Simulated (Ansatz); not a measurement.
CaB2H2:

```
CELL_PARAMETERS angstrom
3.47672 0.00000 0.00000
-1.73836 3.01093 0.00000
0.00000 0.00000 3.97929
ATOMIC_POSITIONS crystal
Ca 0.00000 0.00000 0.00000
B 0.33333 0.66667 0.46284
B 0.66667 0.33333 0.53716
H 0.33333 0.66667 0.15117
H 0.66667 0.33333 0.84883
```

The cell comes from a database or a generator and needn't be the stable form of this composition.

Base run:

```yaml
Program: Ansatz 0.2.0
Functional: r2SCAN
Dispersion: D4
Potentials_or_basis: Ansatz PAW
Cutoff: "500 eV (not typed: the program's choice for these potentials)"
k_mesh: 9 × 9 × 7
Occupations: gaussian, width 0.05 eV
Spin: no spin polarisation
```

Its results: band gap on the k mesh 0.34 eV, indirect (least direct gap 2.17 eV).

Task: The run is repeated on the same cell with these changes: functional from r2SCAN to PBE; cutoff from 500 eV (not typed: the program's choice for these potentials) to 420 eV (not typed: the program's choice for these potentials); occupations from gaussian, width 0.05 eV to gaussian, width 0.1 eV. What comes out?

Result: Band gap on the k mesh 0.19 eV, indirect (least direct gap 1.89 eV).

Caveats: odd divisions of the mesh miss points on the zone boundary, where band edges often lie, so the gap on the mesh can be too wide.

A k mesh can miss the band edges.
